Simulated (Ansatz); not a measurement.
**C3H9Sb (trimethylantimony): levels of theory compared**

Wanted: a comparison of 6 runs (HF/STO-3G, HF/3-21G, PBE0/def2-SVP, SVWN5/def2-SVP, wB97X/def2-SVP, CCSD(T)/def2-SVP) of C3H9Sb (trimethylantimony). 

The results are computed with Ansatz 0.2.0.

7 further runs of the same task are left out: 1 for a known fault of the program, 1 that didn't finish, 5 set aside as unsound or not needed. Runs told in other sessions of the task aren't counted.

**1. The system as given**

The species is C3H9Sb (13 atoms), meant as a singlet with charge 0. SMILES: `C[Sb](C)C`. Geometry: relaxed at PBE0-D4/def2-TZVP.

Bond lengths: C1–Sb2 2.157 Å, Sb2–C3 2.157 Å, Sb2–C4 2.157 Å, C1–H5 1.091 Å, C1–H6 1.091 Å, C1–H7 1.091 Å, C3–H8 1.091 Å, C3–H9 1.091 Å, C3–H10 1.091 Å, C4–H11 1.091 Å, C4–H12 1.091 Å, C4–H13 1.091 Å. Some angles: C1–Sb2–C3 94.6°, C1–Sb2–C4 94.6°, C3–Sb2–C4 94.6°, Sb2–C1–H5 109.7°, Sb2–C1–H6 110.0°, Sb2–C1–H7 109.7°, Sb2–C3–H8 110.0°, Sb2–C3–H9 109.7°, Sb2–C3–H10 109.7°, Sb2–C4–H11 109.7°.

**2. Energy and gradient at HF/STO-3G (run 1)**

molecule.yaml

```yaml
crystal:
  periodic: [false, false, false]
  atoms:
    - symbol: C
      position_ang: [-0.627060, 1.613630, -0.596750]
    - symbol: Sb
      position_ang: [0.652600, -0.078480, -0.986730]
    - symbol: C
      position_ang: [1.547960, -0.074710, 0.975700]
    - symbol: C
      position_ang: [-0.846730, -1.547890, -0.491030]
    - symbol: H
      position_ang: [-0.031480, 2.527050, -0.572700]
    - symbol: H
      position_ang: [-1.133390, 1.486100, 0.361170]
    - symbol: H
      position_ang: [-1.370260, 1.702910, -1.390050]
    - symbol: H
      position_ang: [0.772940, 0.002250, 1.739680]
    - symbol: H
      position_ang: [2.112440, -0.996110, 1.124100]
    - symbol: H
      position_ang: [2.230910, 0.770880, 1.066340]
    - symbol: H
      position_ang: [-0.382820, -2.531060, -0.402650]
    - symbol: H
      position_ang: [-1.598280, -1.586820, -1.280530]
    - symbol: H
      position_ang: [-1.326820, -1.287750, 0.453470]
basis:
  gaussian: {orbitals: STO-3G}
total_charge: 0
hamiltonian: {xc: hf}
accuracy: high
output: {forces: true, orbitals: {seedname: orbitals}}
```

Run with:

```bash
ansatz run molecule.yaml --threads 1 --pin off --max-ram 3480MiB --events-out events.jsonl --progress --plain --runs-dir runs
```

What it wrote, shortened:

```text
Warning: RAYON_NUM_THREADS=1 ignored (pool sized by the plan → 1); use --threads N
Functional definition: HF
  name "HF"
[...]
901 factors; integrals over basis functions are off by at most 4.1e-9 eV
[...]
mean field -173305.27692245 eV, -6368.8514563641 hartree, gradient 7.2e-9 eV, S^2 0.000000; 0 other end points of the search recorded, 0 dependent functions left out
[...]
reference -173305.27692245 eV, -6368.8514563641 hartree; 39, 39 occupied and 12, 12 virtual orbitals, 901 factors
Total energy: -173305.27692245 eV, -6368.8514563641 hartree
Atom 0 at    -0.627060     1.613630    -0.596750 Å, force     0.415650    -0.459459    -0.218020 eV/Å
Atom 1 at     0.652600    -0.078480    -0.986730 Å, force    -0.490207     0.059009     0.741056 eV/Å
Atom 2 at     1.547960    -0.074710     0.975700 Å, force    -0.162510    -0.009805    -0.635927 eV/Å
Atom 3 at    -0.846730    -1.547890    -0.491030 Å, force     0.474322     0.381704    -0.246192 eV/Å
Atom 4 at    -0.031480     2.527050    -0.572700 Å, force    -0.398895    -0.242150     0.056268 eV/Å
Atom 5 at    -1.133390     1.486100     0.361170 Å, force     0.087804     0.242943    -0.388930 eV/Å
Atom 6 at    -1.370260     1.702910    -1.390050 Å, force     0.187725     0.118857     0.414278 eV/Å
Atom 7 at     0.772940     0.002250     1.739680 Å, force     0.447415    -0.034192    -0.129012 eV/Å
Atom 8 at     2.112440    -0.996110     1.124100 Å, force    -0.185671     0.406441     0.146043 eV/Å
Atom 9 at     2.230910     0.770880     1.066340 Å, force    -0.237432    -0.368052     0.171372 eV/Å
Atom 10 at    -0.382820    -2.531060    -0.402650 Å, force    -0.361380     0.298431     0.037709 eV/Å
Atom 11 at    -1.598280    -1.586820    -1.280530 Å, force     0.171275    -0.115524     0.422507 eV/Å
Atom 12 at    -1.326820    -1.287750     0.453470 Å, force     0.051904    -0.278203    -0.371150 eV/Å
Dipole moment:    -0.060448     0.007226     0.091413 e Å
```

Wall time 2.5 s (1 thread of Arm Neoverse V2, shared host); peak memory 0.31 GiB.

**3. Energy and forces at HF/3-21G (run 2)**

input.yaml

```yaml
crystal:
  periodic: [false, false, false]
  atoms:
    - {symbol: C, position_ang: [-0.627060, 1.613630, -0.596750]}
    - {symbol: Sb, position_ang: [0.652600, -0.078480, -0.986730]}
    - {symbol: C, position_ang: [1.547960, -0.074710, 0.975700]}
    - {symbol: C, position_ang: [-0.846730, -1.547890, -0.491030]}
    - {symbol: H, position_ang: [-0.031480, 2.527050, -0.572700]}
    - {symbol: H, position_ang: [-1.133390, 1.486100, 0.361170]}
    - {symbol: H, position_ang: [-1.370260, 1.702910, -1.390050]}
    - {symbol: H, position_ang: [0.772940, 0.002250, 1.739680]}
    - {symbol: H, position_ang: [2.112440, -0.996110, 1.124100]}
    - {symbol: H, position_ang: [2.230910, 0.770880, 1.066340]}
    - {symbol: H, position_ang: [-0.382820, -2.531060, -0.402650]}
    - {symbol: H, position_ang: [-1.598280, -1.586820, -1.280530]}
    - {symbol: H, position_ang: [-1.326820, -1.287750, 0.453470]}
basis:
  gaussian:
    orbitals: 3-21G-spherical.json
hamiltonian:
  xc: hf
accuracy: high
output: {forces: true, orbitals: {seedname: orbitals}}
```

The basis set 3-21G is read from a file made from the Basis Set Exchange's data (not shown).

Run with:

```bash
ansatz run input.yaml --threads 1 --pin off --max-ram 3480MiB --events-out events.jsonl --progress --plain --runs-dir runs
```

What it wrote, shortened:

```text
Warning: RAYON_NUM_THREADS=1 ignored (pool sized by the plan → 1); use --threads N
[... 2 set-up lines as earlier in the session ...]
[...]
1774 factors; integrals over basis functions are off by at most 1.8e-8 eV
[...]
mean field -174258.04113912 eV, -6403.8648955202 hartree, gradient 6.7e-9 eV, S^2 0.000000; 0 other end points of the search recorded, 0 dependent functions left out
[...]
reference -174258.04113912 eV, -6403.8648955202 hartree; 39, 39 occupied and 37, 37 virtual orbitals, 1774 factors
Total energy: -174258.04113912 eV, -6403.8648955202 hartree
Atom 0 at    -0.627060     1.613630    -0.596750 Å, force    -0.264428     0.443972    -0.014486 eV/Å
Atom 1 at     0.652600    -0.078480    -0.986730 Å, force     0.308019    -0.036959    -0.465940 eV/Å
Atom 2 at     1.547960    -0.074710     0.975700 Å, force     0.318991    -0.008621     0.407214 eV/Å
Atom 3 at    -0.846730    -1.547890    -0.491030 Å, force    -0.323101    -0.403528     0.013717 eV/Å
Atom 4 at    -0.031480     2.527050    -0.572700 Å, force    -0.223555    -0.141563     0.021304 eV/Å
Atom 5 at    -1.133390     1.486100     0.361170 Å, force     0.080869     0.107877    -0.241472 eV/Å
Atom 6 at    -1.370260     1.702910    -1.390050 Å, force     0.116456     0.067707     0.228752 eV/Å
Atom 7 at     0.772940     0.002250     1.739680 Å, force     0.247931    -0.020435    -0.120760 eV/Å
Atom 8 at     2.112440    -0.996110     1.124100 Å, force    -0.100427     0.234830     0.073065 eV/Å
Atom 9 at     2.230910     0.770880     1.066340 Å, force    -0.130254    -0.214201     0.087702 eV/Å
Atom 10 at    -0.382820    -2.531060    -0.402650 Å, force    -0.201789     0.172416     0.010525 eV/Å
Atom 11 at    -1.598280    -1.586820    -1.280530 Å, force     0.106999    -0.067618     0.233547 eV/Å
Atom 12 at    -1.326820    -1.287750     0.453470 Å, force     0.064291    -0.133876    -0.233169 eV/Å
Dipole moment:    -0.067342     0.008054     0.101856 e Å
```

Wall time 4.2 s (1 thread of Arm Neoverse V2, shared host); peak memory 0.31 GiB.

Runs 3 to 5 aren't shown in full; the table further down has their settings and results.

**4. Energy and forces at CCSD(T)/def2-SVP (core potential) (run 6)**

input.yaml

```yaml
crystal:
  periodic: [false, false, false]
  atoms:
    - symbol: C
      position_ang: [-0.627060, 1.613630, -0.596750]
    - symbol: Sb
      position_ang: [0.652600, -0.078480, -0.986730]
    - symbol: C
      position_ang: [1.547960, -0.074710, 0.975700]
    - symbol: C
      position_ang: [-0.846730, -1.547890, -0.491030]
    - symbol: H
      position_ang: [-0.031480, 2.527050, -0.572700]
    - symbol: H
      position_ang: [-1.133390, 1.486100, 0.361170]
    - symbol: H
      position_ang: [-1.370260, 1.702910, -1.390050]
    - symbol: H
      position_ang: [0.772940, 0.002250, 1.739680]
    - symbol: H
      position_ang: [2.112440, -0.996110, 1.124100]
    - symbol: H
      position_ang: [2.230910, 0.770880, 1.066340]
    - symbol: H
      position_ang: [-0.382820, -2.531060, -0.402650]
    - symbol: H
      position_ang: [-1.598280, -1.586820, -1.280530]
    - symbol: H
      position_ang: [-1.326820, -1.287750, 0.453470]
basis:
  gaussian:
    orbitals: def2-SVP
correlation:
  method: ccsd_t
  frozen_orbitals: {C: 1, H: 0, Sb: 4}
scf:
  omitted_lower_state_checks: [cluster_reference, increment]
accuracy: high
output: {forces: true, orbitals: {seedname: orbitals}}
```

Run with:

```bash
ansatz run input.yaml --threads 1 --pin off --max-ram 3480MiB --events-out events.jsonl --progress --plain --runs-dir runs
```

What it wrote:

```text
Warning: RAYON_NUM_THREADS=1 ignored (pool sized by the plan → 1); use --threads N
[... 12 lines left out ...]
7 core orbitals not correlated: weight in the atoms' cores, before any rotation towards them, 1.000 or more for the frozen orbitals, at most 0.000 for the correlated occupied ones
[... 23 lines left out ...]
Total energy: -9759.05332837 eV, -358.6385948938 hartree
[... 13 lines left out ...]
Dipole moment:    -0.075698     0.009071     0.114481 e Å
Checks for a lower state left out: cluster_reference, increment
```

Run time: 7.7 min. Hardware: 1 thread of Arm Neoverse V2, shared host; peak memory 2 GiB.

**5. The series**

```tsv
run	level	core potential	frozen core orbitals	energy (Eh)	dipole moment (D)	HOMO energy (eV)	LUMO energy (eV)	wall time
1	HF/STO-3G	none	–	-6368.851456	0.53	-6.20	9.30	2.5 s
2	HF/3-21G	none	–	-6403.864896	0.59	-8.38	3.90	4.2 s
3	PBE0/def2-SVP (core potential)	def2-SVP	–	-359.739576	0.69	-6.32	0.70	19 s
4	SVWN5/def2-SVP (core potential)	def2-SVP	–	-358.359941	0.79	-5.42	-0.22	12 s
5	wB97X/def2-SVP (core potential)	def2-SVP	–	-359.894647	0.60	-8.45	2.65	53 s
6	CCSD(T)/def2-SVP (core potential)	def2-SVP	7	-358.638595	0.66	-8.54	3.66	7.7 min
```

**6. What came out**

| quantity | value |
| --- | --- |
| run 6: total energy | -358.63859 Eh |
| run 6: dipole moment (correlated density) | 0.66 D |
| run 6: HOMO energy (Hartree–Fock orbitals) | -8.54 eV |
| run 6: LUMO energy (Hartree–Fock orbitals) | 3.66 eV |
| run 6: HOMO–LUMO gap (Hartree–Fock orbitals) | 12.20 eV |
| run 6: correlation energy (7 core orbitals frozen) | -643.9 mEh |
| run 6: (T) correction | -18.90 mEh |
| run 6: T1 diagnostic | 0.009 |
| run 6: largest force on an atom | 0.656 eV/Å |

**Reading.** The dipole moment (its size) runs from 0.53 D (HF/STO-3G) to 0.79 D (SVWN5/def2-SVP). The two ends differ in method and basis and core potential. Over runs 1, 2, 3, 4, 5 the HOMO–LUMO gap runs from 5.20 eV (SVWN5/def2-SVP) to 15.50 eV (HF/STO-3G). Totals of different functionals can't be ranked against each other. Some runs of one species differ in core potentials or relativity; totals across that change don't compare. In run 1 the basis is minimal, so the values are rough. In runs 1, 2 relativity is left out where basis or elements ask for it. All runs together took 9.2 min, the longest 7.7 min.
